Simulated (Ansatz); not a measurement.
CsLiCr2Te2S3:

```xyz
9
Lattice="3.3193 1.9164 6.8798 -3.3193 1.9164 6.8798 0.0000 -3.8328 6.8798" Properties=species:S:1:pos:R:3 pbc="T T T"
Cs    0.0000    0.0000    0.0000
Li    0.0000    0.0000   10.3197
Cr    0.0000    0.0000   16.4802
Cr    0.0000    0.0000    4.1593
Te    0.0000    0.0000   14.0328
Te    0.0000    0.0000    6.6067
S    -2.4147    0.0000   10.3197
S     1.2074   -2.0912   10.3197
S     1.2074    2.0912   10.3197
```

The cell was built by a generator and needn't be a form met in nature.

| Quantity | Value |
| --- | --- |
| Program | Ansatz 0.2.0 |
| Task | single point |
| Functional | PBE |
| Potentials or basis | Ansatz PAW |
| Cutoff | 420 eV (not typed: the program's choice for these potentials) |
| k mesh | 5 × 5 × 5 |
| Occupations | fermi-dirac, width 0.05 eV |
| Spin | collinear spin, ferromagnetic start |
| Starting moments | [0.0, 0.0, 3.0, 3.0, 0.0, 0.0, 0.0, 0.0, 0.0] μB |

On this cell: pressure 0.0 GPa; largest force 0.006 eV/Å; net moment 4.00 μB per cell; site moments Cs -0.01; Li +0.01; Cr +2.07; Te -0.15; S -0.06 μB; band gap on the k mesh none (metal or under the smearing width).

The same run follows on a disturbed copy (atoms moved at random, drawn with an rms of 0.05 Å):

```
CELL_PARAMETERS angstrom
3.31929 1.91639 6.87982
-3.31929 1.91639 6.87982
0.00000 -3.83279 6.87982
ATOMIC_POSITIONS crystal
Cs 0.99245 0.00591 0.99799
Li 0.49651 0.50899 0.50010
Cr 0.80326 0.79473 0.80221
Cr 0.20418 0.19832 0.20065
Te 0.67361 0.67776 0.68201
Te 0.31841 0.32441 0.32286
S 0.12871 0.86131 0.50607
S 0.50519 0.13653 0.85850
S 0.86045 0.50668 0.13169
```

**Question.** What does the disturbed cell give?

**Answer.** The energy (extrapolated to zero smearing) moves by +9.5 meV/atom; pressure -0.2 GPa; largest force 1.134 eV/Å; net moment 4.01 μB per cell; site moments Cs -0.02; Li +0.01; Cr +1.95, +2.28; Te -0.18, -0.19; S -0.06 μB; band gap on the k mesh none (metal or under the smearing width).

Forces on the atoms (eV/Å):
```
Cs   0.050 -0.032  0.020
Li   0.084 -0.011 -0.004
Cr  -0.595  0.022 -0.965
Cr  -0.163  0.005  0.251
Te   0.002  0.042  0.575
Te   0.002 -0.009 -0.384
S    0.122  0.545  0.202
S   -0.026 -0.102  0.024
S    0.524 -0.461  0.281
```

Stress tensor (GPa, compression positive):
```
 0.04 -0.07  0.15
-0.07  0.63 -0.03
 0.15 -0.03 -1.33
```

Caveats: only a ferromagnetic start was run, and an antiferromagnetic order may lie lower in energy.
